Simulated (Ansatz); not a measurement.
**CH6ClOSbSi: a ladder of functionals and wavefunction methods**

One table from this session's results is given with a row withheld; the runs are named, their logs left out.

The runs use Ansatz 0.2.0, Gaussian basis; functionals in def2-TZVPP, the program's frozen cores in correlated methods.

Levels to be run: LDA (SPW92), PBE-D4, revPBE-D4, BLYP-D4, r2SCAN-D4, B97M-V, PBE0-D4, B3LYP-D4, r2SCANh-D4, r2SCAN0-D4, HSE06-D4, BHLYP-D4, CAM-B3LYP-D4, LC-ωPBE, ωB97X-V, ωB97M-V, B2PLYP, PBE-QIDH; CCSD(T)/def2-SVP; CCSD(T)/def2-TZVPP; MP2/def2-QZVPP; extrapolation to the limit; RPA on PBE.

1 further run of the same task is left out (for a known fault of the program). Runs told in other sessions of the task aren't counted.

**The relaxed structure**

An earlier PBE0-D4 in a triple-zeta def2 set relaxation fixed the geometry. Sb takes the def2 core potential; no spin-orbit term is included.

SMILES `C[O][Sb]([SiH3])[Cl]`, 11 atoms, charge 0, spin multiplicity 1.

Atoms are counted from 1 here; the program's logs count them from 0.

Bond lengths: C1–O2 1.411 Å, C1–H6 1.093 Å, C1–H7 1.098 Å, C1–H8 1.096 Å, O2–Sb3 1.959 Å, Sb3–Si4 2.593 Å, Sb3–Cl5 2.374 Å, Si4–H9 1.487 Å, Si4–H10 1.482 Å, Si4–H11 1.487 Å. Angles: O2–C1–H6 107.8°, O2–C1–H7 112.5°, O2–C1–H8 111.3°, H6–C1–H7 108.2°, H6–C1–H8 108.5°, H7–C1–H8 108.5°, C1–O2–Sb3 118.7°, O2–Sb3–Si4 89.2°, O2–Sb3–Cl5 98.3°, Si4–Sb3–Cl5 92.0°, Sb3–Si4–H9 108.4°, Sb3–Si4–H10 108.1°, Sb3–Si4–H11 109.7°, H9–Si4–H10 110.7°, H9–Si4–H11 109.1°, H10–Si4–H11 110.7°.

The first run:

in.yaml reads:

```yaml
crystal:
  periodic: [false, false, false]
  atoms:
    - {symbol: C, position_ang: [-1.809260, 0.749820, 1.158823]}
    - {symbol: O, position_ang: [-0.566045, 0.180775, 0.810013]}
    - {symbol: Sb, position_ang: [-0.472936, -0.984701, -0.761988]}
    - {symbol: Si, position_ang: [2.114845, -0.870568, -0.649180]}
    - {symbol: Cl, position_ang: [-0.557087, 0.694133, -2.438464]}
    - {symbol: H, position_ang: [-1.713830, 1.168745, 2.163340]}
    - {symbol: H, position_ang: [-2.621386, 0.010689, 1.171629]}
    - {symbol: H, position_ang: [-2.085185, 1.556849, 0.471009]}
    - {symbol: H, position_ang: [2.665043, -1.424967, -1.914090]}
    - {symbol: H, position_ang: [2.507214, 0.549457, -0.484368]}
    - {symbol: H, position_ang: [2.603926, -1.687032, 0.493873]}
basis:
  gaussian: {orbitals: def2-TZVPP}
hamiltonian: {xc: lda}
output: {orbitals: {seedname: orbitals}}
```

Started as:

```bash
$ ansatz run in.yaml --threads 4 --pin off --events-out ev --progress --plain --max-ram 11315MiB
```

Among the steps run: LDA; PBE-D4 (GGA); revPBE-D4 (GGA); BLYP-D4 (GGA); r2SCAN-D4 (meta-GGA); B97M-V (meta-GGA); B3LYP-D4 (hybrid); r2SCANh-D4 (hybrid); r2SCAN0-D4 (hybrid); HSE06-D4 (hybrid); BHLYP-D4 (hybrid); CAM-B3LYP-D4 (range-separated); LC-ωPBE (range-separated); ωB97X-V (range-separated); ωB97M-V (range-separated); B2PLYP (double hybrid); PBE-QIDH (double hybrid).

One table of the session follows, with a row left open; its other results are not shown here.

It belongs to the step «Orbital energies across the functionals». 

| functional | HOMO (eV) | LUMO (eV) | gap (eV) |
| --- | --- | --- | --- |
| LDA (SPW92) | ? | ? | ? |
| PBE-D4 | -5.94 | -2.26 | 3.68 |
| revPBE-D4 | -5.89 | -2.17 | 3.72 |
| BLYP-D4 | -5.80 | -2.15 | 3.66 |
| r2SCAN-D4 | -6.19 | -2.11 | 4.08 |
| B97M-V | -6.26 | -2.12 | 4.14 |
| PBE0-D4 | -7.02 | -1.51 | 5.51 |
| B3LYP-D4 | -6.82 | -1.71 | 5.11 |
| r2SCANh-D4 | -6.59 | -1.84 | 4.75 |
| r2SCAN0-D4 | -7.18 | -1.42 | 5.76 |
| HSE06-D4 | -6.63 | -1.88 | 4.75 |
| BHLYP-D4 | -7.95 | -0.66 | 7.29 |
| CAM-B3LYP-D4 | -8.22 | -0.51 | 7.71 |
| LC-ωPBE | -9.44 | 0.60 | 10.04 |
| ωB97X-V | -9.15 | 0.48 | 9.63 |
| ωB97M-V | -9.01 | 0.31 | 9.33 |

**Question.** Estimate the row for LDA (SPW92).

As computed: HOMO (eV): -6.09; LUMO (eV): -2.49; gap (eV): 3.60. In the column «HOMO (eV)» it lies between r2SCAN-D4 (-6.19) and PBE-D4 (-5.94).
